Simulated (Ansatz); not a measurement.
# CH₃BFNO: one species, many methods

An exercise on one series of results from a longer session: the logs are not shown, and one member is left open.

Computed with Ansatz 0.2.0, Gaussian basis. Level: functionals in def2-TZVPP, the program's frozen cores in correlated methods.

Plan: LDA (SPW92), PBE-D4, revPBE-D4, BLYP-D4, r2SCAN-D4, B97M-V, PBE0-D4, B3LYP-D4, r2SCANh-D4, r2SCAN0-D4, HSE06-D4, BHLYP-D4, CAM-B3LYP-D4, LC-ωPBE, ωB97X-V, ωB97M-V, B2PLYP, PBE-QIDH; CCSD(T)/def2-SVP; CCSD(T)/def2-TZVPP; MP2/def2-QZVPP; extrapolation to the limit; RPA on PBE.

## The relaxed structure

The geometry comes from an earlier relaxation with PBE0-D4 in a triple-zeta def2 set; it is a stationary point, not always the lowest conformer.

SMILES `FC1NBO1`, 8 atoms, charge 0, spin multiplicity 1.

Atoms are counted from 1 here; the program's logs count them from 0.

Bond lengths: F1–C2 1.350 Å, C2–N3 1.430 Å, C2–O5 1.415 Å, C2–H6 1.094 Å, N3–B4 1.414 Å, N3–H7 1.002 Å, B4–O5 1.400 Å, B4–H8 1.186 Å. Angles: F1–C2–N3 114.8°, F1–C2–O5 111.8°, F1–C2–H6 107.7°, N3–C2–O5 93.2°, N3–C2–H6 116.8°, O5–C2–H6 112.1°, C2–N3–B4 85.4°, C2–N3–H7 127.4°, B4–N3–H7 141.2°, N3–B4–O5 94.5°, N3–B4–H8 136.5°, O5–B4–H8 129.0°, C2–O5–B4 86.5°.

The first run:

in.yaml

```yaml
crystal:
  periodic: [false, false, false]
  atoms:
    - {symbol: F, position_ang: [-0.422594, 1.223522, 1.477069]}
    - {symbol: C, position_ang: [-0.021007, 0.776635, 0.267658]}
    - {symbol: N, position_ang: [0.620126, -0.501160, 0.282584]}
    - {symbol: B, position_ang: [-0.410232, -0.900647, -0.600309]}
    - {symbol: O, position_ang: [-1.108592, 0.309629, -0.507475]}
    - {symbol: H, position_ang: [0.515698, 1.591565, -0.226327]}
    - {symbol: H, position_ang: [1.575985, -0.700303, 0.508196]}
    - {symbol: H, position_ang: [-0.657285, -1.856442, -1.257196]}
basis:
  gaussian: {orbitals: def2-TZVPP}
hamiltonian: {xc: lda}
output: {orbitals: {seedname: orbitals}}
```

On the command line:

```console
$ ansatz run in.yaml --threads 2 --pin off --events-out ev --progress --plain --max-ram 4352MiB
```

Among the steps run: LDA; PBE-D4 (GGA); revPBE-D4 (GGA); BLYP-D4 (GGA); r2SCAN-D4 (meta-GGA); B97M-V (meta-GGA); PBE0-D4 (hybrid); B3LYP-D4 (hybrid); r2SCANh-D4 (hybrid); r2SCAN0-D4 (hybrid); HSE06-D4 (hybrid); BHLYP-D4 (hybrid); CAM-B3LYP-D4 (range-separated); LC-ωPBE (range-separated); ωB97X-V (range-separated); ωB97M-V (range-separated); B2PLYP (double hybrid); PBE-QIDH (double hybrid).

One table of the session follows, with a row left open; its other results are not shown here.

| functional | HOMO (eV) | gap (eV) |
| --- | --- | --- |
| LDA (SPW92) | -7.04 | 6.03 |
| PBE-D4 | -6.82 | 6.08 |
| revPBE-D4 | -6.74 | 6.10 |
| BLYP-D4 | -6.70 | 6.04 |
| r2SCAN-D4 | -7.13 | 6.80 |
| B97M-V | -7.24 | 6.78 |
| PBE0-D4 | -8.33 | 8.52 |
| B3LYP-D4 | -8.07 | 7.99 |
| r2SCANh-D4 | ? | ? |
| r2SCAN0-D4 | -8.56 | 9.02 |
| HSE06-D4 | -7.92 | 7.74 |
| BHLYP-D4 | -9.75 | 10.79 |
| CAM-B3LYP-D4 | -9.80 | 10.94 |
| LC-ωPBE | -11.20 | 13.56 |
| ωB97X-V | -10.81 | 13.06 |
| ωB97M-V | -10.73 | 12.62 |

**Question.** Estimate the row for r2SCANh-D4.

Worked estimate for «HOMO (eV)». Against the share of exact exchange, r2SCAN-D4 (0, -7.13), r2SCAN0-D4 (0.25, -8.56) give a slope of -5.72 per unit share; at 0.1 the line stands at -7.70.

**Answer.** HOMO (eV): -7.70; gap (eV): 7.69. In «HOMO (eV)» the line misses by 0.00.
